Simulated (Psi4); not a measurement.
# B3LYP/6-31G(d) (spherical functions) run of CH3BFNO (SMILES NC1(F)BO1)

What is the energy change on altering one bond length of CH3BFNO at B3LYP/6-31G* (spherical functions)? 

The results are computed with Psi4 1.11.

## 1. The structure to begin with

CH3BFNO: 8 atoms, total charge 0, spin state singlet. As SMILES, `NC1(F)BO1`. The shape is that of a PBE0-D4/def2-TZVP optimisation. This is one conformer, not always the lowest.

Bond lengths: N1–C2 1.387 Å, C2–F3 1.372 Å, C2–B4 1.510 Å, C2–O5 1.462 Å, B4–O5 1.335 Å, N1–H6 1.009 Å, N1–H7 1.013 Å, B4–H8 1.182 Å. Some angles: N1–C2–F3 113.8°, N1–C2–B4 127.1°, N1–C2–O5 115.3°, F3–C2–B4 118.6°, F3–C2–O5 108.3°, B4–C2–O5 53.3°, C2–B4–O5 61.5°, C2–O5–B4 65.2°, C2–N1–H6 112.2°, C2–N1–H7 112.6°.

## 2. Energy and forces at B3LYP/6-31G(d) (spherical functions)

Input file ch3bfno.dat:

```
memory 2.2 GB

molecule {
  N     -0.431000     1.148400     0.184600
  C      0.054100    -0.061200    -0.289600
  F      0.122100    -0.132700    -1.658300
  B      0.337600    -1.307200     0.515100
  O      1.346900    -0.473000     0.255300
  H     -1.439500     1.170100     0.211400
  H     -0.075300     1.941600    -0.336200
  H      0.177200    -2.343100     1.061900
  symmetry c1
}

set basis 6-31G*
set puream true
set e_convergence 1e-09
set d_convergence 1e-08
set scf_type pk
set dft_radial_points 99
set dft_spherical_points 590

result, w = gradient("b3lyp", return_wfn=True)
oeprop(w, "DIPOLE", "MULLIKEN_CHARGES", "LOWDIN_CHARGES")
print_variables()
```

Launch:

```sh
$ psi4 -i ch3bfno.dat -o ch3bfno.out -n 1
```

ch3bfno.out:

```text
[...]
  Running in c1 symmetry.
[...]
  Nuclear repulsion =  167.411286225685387
[...]
  Multiplicity = 1
[...]
  Nalpha       = 19
  Nbeta        = 19
[...]
    Number of basis functions: 76
[...]
   @RKS iter   1:  -294.32184270963575   -1.53265e-01   9.83625e-03 ADIIS/DIIS
[...]
   @RKS iter  12:  -294.55469573962114   -3.75167e-12   3.04800e-09 DIIS
[...]
    Orbital Energies [Eh]
    ---------------------
    Doubly Occupied:
       1A    -24.681002     2A    -19.181775     3A    -14.334175
       4A    -10.320845     5A     -6.787451     6A     -1.206147
       7A     -1.072391     8A     -0.908142     9A     -0.634613
      10A     -0.553541    11A     -0.532933    12A     -0.507689
      13A     -0.484147    14A     -0.428403    15A     -0.412109
      16A     -0.380259    17A     -0.361665    18A     -0.281674
      19A     -0.274120
[...]
  @RKS Final Energy:  -294.55469573962114
   => Energetics <=
    Nuclear Repulsion Energy =            167.4112862256853873
    One-Electron Energy =                -735.9576956981686635
    Two-Electron Energy =                 303.6346214644648285
    DFT Exchange-Correlation Energy =     -29.6429077316027367
    Empirical Dispersion Energy =           0.0000000000000000
    VV10 Nonlocal Energy =                  0.0000000000000000
    Total Energy =                       -294.5546957396211383
[...]
  -Total Gradient:
     Atom            X                  Y                   Z
    ------   -----------------  -----------------  -----------------
       1       -0.000026723232    -0.004220872713    -0.007844122161
       2        0.006094160160     0.002658719007     0.001832530147
       3        0.000002507377     0.000547188986     0.008951751878
       4        0.003603631380     0.005202004053    -0.002477202443
       5       -0.013499753506    -0.000409395772    -0.003594775159
       6        0.004491408912    -0.001083354657     0.000558672150
       7       -0.000691363240    -0.003227914924     0.002867527512
       8        0.000019060430     0.000536071789    -0.000300080853
[...]
 Multipole Moments:
 ------------------------------------------------------------------------------------
     Multipole            Electronic (a.u.)      Nuclear  (a.u.)        Total (a.u.)
 ------------------------------------------------------------------------------------
 L = 1.  Multiply by 2.5417464519 to convert [e a0] to [Debye]
 Dipole X            :          1.1939786           -1.9382319           -0.7442533
 Dipole Y            :         -1.9960595            2.1889003            0.1928409
 Dipole Z            :         -2.1108519            2.2175885            0.1067366
 Magnitude           :                                                    0.7762044
[...]
  Mulliken Charges: (a.u.)
   Center  Symbol    Alpha    Beta     Spin     Total
       1     N     3.86340  3.86340  0.00000 -0.72680
       2     C     2.73879  2.73879  0.00000  0.52243
       3     F     4.66268  4.66268  0.00000 -0.32536
       4     B     2.39031  2.39031  0.00000  0.21939
       5     O     4.17668  4.17668  0.00000 -0.35335
       6     H     0.33536  0.33536  0.00000  0.32927
       7     H     0.34024  0.34024  0.00000  0.31951
       8     H     0.49254  0.49254  0.00000  0.01491
   Total alpha = 19.00000, Total beta = 19.00000, Total charge =  0.00000
[...]
```

It took 32 s on 1 thread of AMD EPYC 7R43 (Zen 3), shared host; peak memory 1.1 GiB.

## 3. The distorted shape, same level

Input file calc.py:

```python
import psi4

psi4.set_memory('2200 MB')
psi4.set_num_threads(1)
psi4.set_output_file('output.dat', False)

m = psi4.geometry("""
N     -0.503778     1.329872     0.255742
C      0.054100    -0.061200    -0.289600
F      0.122100    -0.132700    -1.658300
B      0.337600    -1.307200     0.515100
O      1.346900    -0.473000     0.255300
H     -1.512278     1.351572     0.282542
H     -0.148078     2.123072    -0.265058
H      0.177200    -2.343100     1.061900
symmetry c1
""")

psi4.set_options({
    'basis': '6-31G*',
    'puream': True,
    'e_convergence': 1e-09,
    'd_convergence': 1e-08,
    'scf_type': 'pk',
    'dft_radial_points': 99,
    'dft_spherical_points': 590,
})

energy_value, wavefunction = psi4.gradient("b3lyp", return_wfn=True)
psi4.oeprop(wavefunction, "QUADRUPOLE", "LOWDIN_CHARGES", "WIBERG_LOWDIN_INDICES")
print('gradient / Eh bohr^-1')
print(energy_value.np.round(6))
print(f'energy = {wavefunction.energy():.10f} Eh')
```

Launch:

```sh
$ python calc.py
```

output.dat, shortened:

```text
[...]
  Running in c1 symmetry.
[...]
  Nuclear repulsion =  162.172174828222012
[...]
  Multiplicity = 1
[...]
  Nalpha       = 19
  Nbeta        = 19
[...]
    Number of basis functions: 76
[...]
   @RKS iter   1:  -294.30402309681699   -3.77896e-01   9.83971e-03 ADIIS/DIIS
[...]
   @RKS iter  12:  -294.53572544573944   -1.13687e-12   3.58394e-09 DIIS
[...]
    Orbital Energies [Eh]
    ---------------------
    Doubly Occupied:
       1A    -24.693528     2A    -19.194167     3A    -14.334288
       4A    -10.338074     5A     -6.796389     6A     -1.213153
       7A     -1.080295     8A     -0.860889     9A     -0.638148
      10A     -0.544452    11A     -0.517634    12A     -0.500965
      13A     -0.483185    14A     -0.436258    15A     -0.418377
      16A     -0.379154    17A     -0.367140    18A     -0.288665
      19A     -0.262995
[...]
  @RKS Final Energy:  -294.53572544573944
   => Energetics <=
    Nuclear Repulsion Energy =            162.1721748282220119
    One-Electron Energy =                -725.4842684072885959
    Two-Electron Energy =                 298.3415492785185847
    DFT Exchange-Correlation Energy =     -29.5651811451913851
    Empirical Dispersion Energy =           0.0000000000000000
    VV10 Nonlocal Energy =                  0.0000000000000000
    Total Energy =                       -294.5357254457394447
[...]
  -Total Gradient:
     Atom            X                  Y                   Z
    ------   -----------------  -----------------  -----------------
       1       -0.038179044868     0.066819846651     0.010156429825
       2        0.029284682572    -0.062488050035    -0.011344804534
       3        0.004213255880    -0.006121498873    -0.004219468529
       4        0.007959334898     0.003417204612    -0.005427145621
       5       -0.005956842317    -0.009798154998    -0.002253567286
       6        0.004827888815     0.005651639671     0.005665691554
       7       -0.002136809644     0.002305536060     0.007307463490
       8       -0.000017838085     0.000212139186     0.000121497548
[...]
 Multipole Moments:
 ------------------------------------------------------------------------------------
     Multipole            Electronic (a.u.)      Nuclear  (a.u.)        Total (a.u.)
[...]
```

Standard output:

```text
gradient / Eh bohr^-1
[[-3.8179e-02  6.6820e-02  1.0156e-02]
 [ 2.9285e-02 -6.2488e-02 -1.1345e-02]
 [ 4.2130e-03 -6.1210e-03 -4.2190e-03]
 [ 7.9590e-03  3.4170e-03 -5.4270e-03]
 [-5.9570e-03 -9.7980e-03 -2.2540e-03]
 [ 4.8280e-03  5.6520e-03  5.6660e-03]
 [-2.1370e-03  2.3060e-03  7.3070e-03]
 [-1.8000e-05  2.1200e-04  1.2100e-04]]
energy = -294.5357254457 Eh
```

Wall time 32 s (1 thread of AMD EPYC 7R43 (Zen 3), shared host); peak memory 1.1 GiB.

## 4. Summary of results

At B3LYP/6-31G* (spherical functions):

```
                                                         quantity          value
                                        first shape: total energy  -294.55470 Eh
                                       first shape: dipole moment         1.97 D
                                         first shape: HOMO energy       -7.46 eV
                                         first shape: LUMO energy       -0.43 eV
                                       first shape: HOMO–LUMO gap        7.03 eV
                            first shape: largest force on an atom     0.719 eV/Å
                                    distorted shape: total energy  -294.53573 Eh
                                   distorted shape: dipole moment         1.66 D
                                     distorted shape: HOMO energy       -7.16 eV
                                     distorted shape: LUMO energy       -0.63 eV
                                   distorted shape: HOMO–LUMO gap        6.53 eV
                        distorted shape: largest force on an atom     3.992 eV/Å
energy change with the N1–C2 bond stretched from 1.387 to 1.595 Å       0.516 eV
```

With the N1–C2 bond stretched from 1.387 to 1.595 Å the energy rises by 0.52 eV (49.8 kJ/mol). The first shape isn't relaxed at this level, so the change isn't measured from a minimum. The largest force (first shape) is 0.72 eV/Å: the shape isn't a stationary point for this species at this level.
